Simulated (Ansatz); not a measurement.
# InNH3 (SMILES [NH2][InH]) at UHF/def2-SVP (core potential)

What is the vertical ionisation energy of InNH3 at UHF/def2-SVP (core potential)? 

Program for the calculation: Ansatz 0.2.0.

41 further runs of the same task are left out: 41 set aside as unsound or not needed.

### 1 The structure to begin with

InNH3: 5 atoms, total charge 0, spin state doublet. As SMILES, `[NH2][InH]`. The shape is that of a PBE0-D4/def2-TZVP optimisation. This is one conformer, not always the lowest.

Bond lengths: N1–In2 2.036 Å, N1–H3 1.011 Å, N1–H4 1.009 Å, In2–H5 1.761 Å. Angles: N1–In2–H5 116.4°, In2–N1–H3 120.0°, In2–N1–H4 120.8°, H3–N1–H4 109.8°.

### 2 A single-point energy at UHF/def2-SVP (core potential)

input.yaml

```yaml
crystal:
  periodic: [false, false, false]
  atoms:
    - {symbol: N, position_ang: [-0.299400, -0.736500, 0.264700]}
    - {symbol: In, position_ang: [0.846600, 0.946400, 0.296000]}
    - {symbol: H, position_ang: [-0.846800, -0.960800, -0.554700]}
    - {symbol: H, position_ang: [0.017600, -1.585600, 0.707600]}
    - {symbol: H, position_ang: [0.331900, 2.262600, -0.755100]}
basis:
  gaussian: {orbitals: def2-SVP}
magnetization: {spin_polarized: true, initial_magnetization: 1}
hamiltonian: {xc: hf}
accuracy: high
output: {orbitals: {seedname: orbitals}}
```

On the command line:

```console
$ ansatz run input.yaml --threads 1 --pin off --max-ram 3480MiB --events-out events.jsonl --progress --plain --runs-dir runs
```

Standard output:

```text
Warning: RAYON_NUM_THREADS=1 ignored (pool sized by the plan → 1); use --threads N
Functional definition: HF
  name "HF"
  exchange = exact_x
  correlation = 0
1332 factors; integrals over basis functions are off by at most 2.7e-9 eV
mean field evaluation 1: about -6672.3403 eV, gradient 2.5e1 eV
mean field evaluation 2: about -6672.3530 eV, gradient 2.5e1 eV
mean field evaluation 4: about -6675.5265 eV, gradient 2.1e0 eV
mean field evaluation 8: about -6675.6223 eV, gradient 1.8e-1 eV
mean field evaluation 16: about -6673.3024 eV, gradient 2.4e0 eV
mean field -6675.62366745 eV, -245.3246448785 hartree, gradient 7.7e-8 eV, S^2 0.759423; 0 other end points of the search recorded, 0 dependent functions left out
reference -6675.62366745 eV, -245.3246448785 hartree; 16, 15 occupied and 39, 40 virtual orbitals, 1332 factors
Total energy: -6675.62366745 eV, -245.3246448785 hartree
```

It took 1.6 s on 1 thread of Arm Neoverse V1, shared host; peak memory 0.14 GiB.

### 3 The singlet cation, same level

in.yaml

```yaml
crystal:
  periodic: [false, false, false]
  atoms:
    - {symbol: N, position_ang: [-0.299400, -0.736500, 0.264700]}
    - {symbol: In, position_ang: [0.846600, 0.946400, 0.296000]}
    - {symbol: H, position_ang: [-0.846800, -0.960800, -0.554700]}
    - {symbol: H, position_ang: [0.017600, -1.585600, 0.707600]}
    - {symbol: H, position_ang: [0.331900, 2.262600, -0.755100]}
basis:
  gaussian:
    orbitals: def2-SVP
output:
  orbitals: {seedname: orbitals}
total_charge: 1
accuracy: high
hamiltonian:
  xc: hf
```

On the command line:

```console
$ ansatz run in.yaml --threads 1 --pin off --max-ram 3480MiB --events-out events.jsonl --progress --plain --runs-dir runs
```

Standard output:

```text
Warning: RAYON_NUM_THREADS=1 ignored (pool sized by the plan → 1); use --threads N
[... 4 set-up lines as earlier in the session ...]
1329 factors; integrals over basis functions are off by at most 3.4e-9 eV
mean field evaluation 1: about -6658.5810 eV, gradient 6.3e1 eV
mean field evaluation 2: about -6658.5908 eV, gradient 6.3e1 eV
mean field evaluation 4: about -6667.9903 eV, gradient 7.1e0 eV
mean field evaluation 8: about -6668.2067 eV, gradient 2.8e-1 eV
mean field evaluation 16: about -6668.2085 eV, gradient 2.4e-8 eV
mean field -6668.20845302 eV, -245.0521407746 hartree, gradient 2.4e-8 eV, S^2 0.000000; 0 other end points of the search recorded, 0 dependent functions left out
reference -6668.20845302 eV, -245.0521407746 hartree; 15, 15 occupied and 40, 40 virtual orbitals, 1329 factors
Total energy: -6668.20845302 eV, -245.0521407746 hartree
```

Wall time 1.2 s (1 thread of Arm Neoverse V1, shared host); peak memory 0.12 GiB.

### 4 What came out

Level: UHF/def2-SVP (core potential).

```
                                          quantity          value
                       doublet InNH3: total energy  -245.32464 Eh
 doublet InNH3: HOMO energy (highest over α and β)       -7.92 eV
  doublet InNH3: LUMO energy (lowest over α and β)        0.74 eV
                               doublet InNH3: ⟨S²⟩          0.759
                      singlet cation: total energy  -245.05214 Eh
                       singlet cation: HOMO energy      -15.79 eV
                       singlet cation: LUMO energy       -6.90 eV
                     singlet cation: HOMO–LUMO gap        8.89 eV
vertical ionisation energy (to the singlet cation)       7.415 eV
```

In words: The vertical ionisation energy comes to 7.42 eV (171 kcal/mol). Only the singlet of the ionised species was computed; a triplet could lie lower.
